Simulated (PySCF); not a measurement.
# RuO2 (quintet) at other levels of theory

Starting from one script, swap the method and compare what comes out for RuO2 (quintet).

Computed with PySCF 2.14.0. Level: method and basis as typed in the scripts.

4 further runs of the same task are left out: 1 for a known fault of the program, 3 that didn't finish.

## (1) The system as given

RuO2 (quintet): 3 atoms, charge 0, spin multiplicity 5.

Bond lengths: Ru1–O2 1.699 Å, Ru1–O3 1.699 Å. Angles: O2–Ru1–O3 114.8°.

## (2) Base script

input.py

```python
from pyscf import gto, dft

mol = gto.M(
    atom='Ru -0.2187 0 0; O 0.6959 0 1.4313; O 0.6959 0 -1.4313',
    basis='sbkjc',
    ecp={'Ru': 'sbkjc', 'O': 'sbkjc'},
    charge=0,
    spin=4,
    symmetry=True,
    verbose=4,
)
mf = dft.UKS(mol, xc='m06l')
mf.kernel()
mf.mulliken_pop()
mf.dip_moment()
print('orbital energies (hartree):', [e[max(0, n-3):n+3].round(4) for e, n in zip(mf.mo_energy, mol.nelec)])
```

The run is started by

```bash
> OMP_NUM_THREADS=1 python input.py
```

## (3) MP2 (UHF)

Edit 1 changes step after the SCF: analyze → mp2; SCF type: UKS → UHF; functional: m06l → none (Hartree–Fock).

input.py: that of step 2 with these lines changed.

```diff
@@ -1,2 +1,2 @@
-from pyscf import gto, dft
+from pyscf import gto, scf, mp
 
@@ -11,5 +11,5 @@
 )
-mf = dft.UKS(mol, xc='m06l')
+mf = scf.UHF(mol)
 mf.kernel()
-mf.mulliken_pop()
+mp.MP2(mf).kernel()
 mf.dip_moment()
```

## (4) Frequency run (UHF)

Edit 2 changes step after the SCF: analyze → frequency; SCF type: UKS → UHF; functional: m06l → none (Hartree–Fock).

input.py: that of step 2 with these lines changed.

```diff
@@ -1,2 +1,3 @@
-from pyscf import gto, dft
+from pyscf import gto, scf
+from pyscf.hessian import thermo
 
@@ -11,5 +12,6 @@
 )
-mf = dft.UKS(mol, xc='m06l')
+mf = scf.UHF(mol)
 mf.kernel()
-mf.mulliken_pop()
+hess = mf.Hessian().kernel()
+print('wavenumber (cm^-1) =', thermo.harmonic_analysis(mol, hess)['freq_wavenumber'].round(1))
 mf.dip_moment()
```

## (5) 0.5*hf+0.5*b88,lyp

Edit 3 changes functional: m06l → 0.5*hf+0.5*b88,lyp.

input.py: that of step 2 with these lines changed.

```diff
@@ -11,3 +11,3 @@
 )
-mf = dft.UKS(mol, xc='m06l')
+mf = dft.UKS(mol, xc='0.5*hf+0.5*b88,lyp')
 mf.kernel()
```

## (6) Mn15l

Edit 4 changes functional: m06l → mn15l.

input.py: that of step 2 with these lines changed.

```diff
@@ -11,3 +11,3 @@
 )
-mf = dft.UKS(mol, xc='m06l')
+mf = dft.UKS(mol, xc='mn15l')
 mf.kernel()
```

What does the calculation give? Wanted: for each run, E(SCF); from base; gap, α spin; SCF dipole; after the SCF.

As calculated:

```
                run  E(SCF) (hartree)  from base (eV)  cycles  gap, α spin (eV)  SCF dipole (D)               after the SCF
               base       -125.785787               0      17              2.09            3.17                         n/a
          MP2 (UHF)       -124.386560  not comparable      22             10.88            4.47  MP2 correlation -11.381 eV
frequency run (UHF)       -124.386560  not comparable      22             10.88            4.47                         n/a
 0.5*hf+0.5*b88,lyp       -125.491994  not comparable      19              6.75            4.15                         n/a
              mn15l       -125.090975  not comparable      16              2.33            3.14                         n/a
```

Total energies of different functionals can't be compared with each other; differences within one functional can.
